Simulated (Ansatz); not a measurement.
# Ca2C: the cost of one run

Method: reference: DFT, HSE06, plane waves, PAW, in Ansatz 0.2.0.

2 further runs of the same task are left out: 2 that didn't finish.

### 1 The structure to begin with

The structure is cubic, space group Fm-3m (No. 225). The conventional cell has a = 6.257 Å, b = 6.257 Å, c = 6.257 Å, α = 90.00°, β = 90.00°, γ = 90.00°. Around C (site symmetry m-3m) lie 8 Ca at 2.71 Å. Ca (site symmetry -43m) is surrounded by 4 C at 2.71 Å.

Coordinates:

```cif
data_structure
_symmetry_space_group_name_H-M 'P 1'
_symmetry_Int_Tables_number 1
_cell_length_a 4.4245
_cell_length_b 4.4245
_cell_length_c 4.4245
_cell_angle_alpha 60.000
_cell_angle_beta 60.000
_cell_angle_gamma 60.000
_cell_volume 61.25
loop_
_atom_site_label
_atom_site_type_symbol
_atom_site_fract_x
_atom_site_fract_y
_atom_site_fract_z
_atom_site_occupancy
C1 C 0.00000 0.00000 0.00000 1
Ca1 Ca 0.25000 0.25000 0.25000 1
Ca2 Ca 0.75000 0.75000 0.75000 1
```

### 2 The reference run

input.yaml reads:

```yaml
crystal:
  lattice:
    - [0.0, 3.1285803947, 3.1285803947]
    - [3.1285803947, 0.0, 3.1285803947]
    - [3.1285803947, 3.1285803947, 0.0]
  atoms:
    - { symbol: C, position: [0.0, 0.0, 0.0] }
    - { symbol: Ca, position: [0.25, 0.25, 0.25] }
    - { symbol: Ca, position: [0.75, 0.75, 0.75] }
kpoints:
  mp_grid: { grid: [4, 4, 4] }
hamiltonian:
  xc: hse06
scf:
  occupations: { method: fixed }
  n_extra_bands: 4
output:
  forces: true
  stress: true
  eigenvalues: true
  write_density: true
  write_potential: true
  elf: true
  volumetric_format: npy
```

On the command line:

```
$ ansatz run input.yaml --threads 4 --pin off --max-ram 3686MiB --backend cpu --events-out ev --progress --plain --runs-dir out
```

What time and memory should one allow on 4 threads of Arm Neoverse N1, shared host?

About 7.4 s, with a peak of 0.64 GiB.
